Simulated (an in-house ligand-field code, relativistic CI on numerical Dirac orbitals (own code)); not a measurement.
**d2 in a ligand field: terms for several parameter sets**

Aim: the terms of a d2 shell from Racah B and C and the field, by exact diagonalisation.

Program: an in-house ligand-field code version 1. Level of theory: parametric ligand-field model of a d^n configuration (Racah B and C, spin-orbit zeta, crystal field), exact diagonalisation. These are calculated values, not measurements, unless marked.

### 1 What is computed

```
shell        : d2
set 1 (cm⁻¹) : B = 540, C = 2150, Oh, 10Dq = 18250
set 2 (cm⁻¹) : B = 830, C = 4160, Oh, 10Dq = 13100
set 3 (cm⁻¹) : B = 340, C = 1700, Oh, 10Dq = 10450
set 4 (cm⁻¹) : B = 630, C = 2880, Td, 10Dq = -5600
set 5 (cm⁻¹) : B = 320, C = 1500, Oh, 10Dq = 21950
set 6 (cm⁻¹) : B = 790, C = 3850, Oh, 10Dq = 21650
set 7 (cm⁻¹) : B = 460, C = 2120, Oh, 10Dq = 34900
set 8 (cm⁻¹) : B = 500, C = 2270, Oh, 10Dq = 19050
```

### 2 Set 1

Input settings:

```ini
n = 2
racah_B = 540  # cm-1
racah_C = 2150  # cm-1
zeta = 0  # cm-1
symmetry = Oh
field = {"10Dq": 18250}  # cm-1
```

### 3 Set 2

Input settings:

```ini
n = 2
racah_B = 830  # cm-1
racah_C = 4160  # cm-1
zeta = 0  # cm-1
symmetry = Oh
field = {"10Dq": 13100}  # cm-1
```

### 4 Set 3

Input settings:

```ini
n = 2
racah_B = 340  # cm-1
racah_C = 1700  # cm-1
zeta = 0  # cm-1
symmetry = Oh
field = {"10Dq": 10450}  # cm-1
```

### 5 Set 4

Input settings:

```ini
n = 2
racah_B = 630  # cm-1
racah_C = 2880  # cm-1
zeta = 0  # cm-1
symmetry = Td
field = {"10Dq": -5600}  # cm-1
```

### 6 Set 5

Input settings:

```ini
n = 2
racah_B = 320  # cm-1
racah_C = 1500  # cm-1
zeta = 0  # cm-1
symmetry = Oh
field = {"10Dq": 21950}  # cm-1
```

### 7 Set 6

Input settings:

```ini
n = 2
racah_B = 790  # cm-1
racah_C = 3850  # cm-1
zeta = 0  # cm-1
symmetry = Oh
field = {"10Dq": 21650}  # cm-1
```

### 8 Set 7

Input settings:

```ini
n = 2
racah_B = 460  # cm-1
racah_C = 2120  # cm-1
zeta = 0  # cm-1
symmetry = Oh
field = {"10Dq": 34900}  # cm-1
```

### 9 Set 8

Input settings:

```ini
n = 2
racah_B = 500  # cm-1
racah_C = 2270  # cm-1
zeta = 0  # cm-1
symmetry = Oh
field = {"10Dq": 19050}  # cm-1
```

(Steps that only read results are left out.)

**Question.** What will these runs give? Wanted: lowest terms.

**Answer**, as computed:

| set | 10Dq/B (size) | lowest | S | electrons in z² and x²-y² | first level of the same spin (cm⁻¹) |
| --- | --- | --- | --- | --- | --- |
| 1: Oh | 33.8 | 3T1 | 1.00 | 0.02 | 3T2 17076 |
| 2: Oh | 15.8 | 3T1 | 1.00 | 0.05 | 3T2 11752 |
| 3: Oh | 30.7 | 3T1 | 1.00 | 0.02 | 3T2 9731 |
| 4: Td | 8.9 | 3A2 | 1.00 | 2.00 | 3T2 5600 |
| 5: Oh | 68.6 | 3T1 | 1.00 | 0.01 | 3T2 21138 |
| 6: Oh | 27.4 | 3T1 | 1.00 | 0.03 | 3T2 20041 |
| 7: Oh | 75.9 | 3T1 | 1.00 | 0.00 | 3T2 33714 |
| 8: Oh | 38.1 | 3T1 | 1.00 | 0.02 | 3T2 17926 |

```
    quantity                                                           value
lowest terms  1: 3T1, 2: 3T1, 3: 3T1, 4: 3A2, 5: 3T1, 6: 3T1, 7: 3T1, 8: 3T1
```

8 of 8 sets have the highest spin that their shell allows, S = 1. A negative 10Dq stands for a tetrahedral field. B, C and the field are free parameters here, not those of a compound.
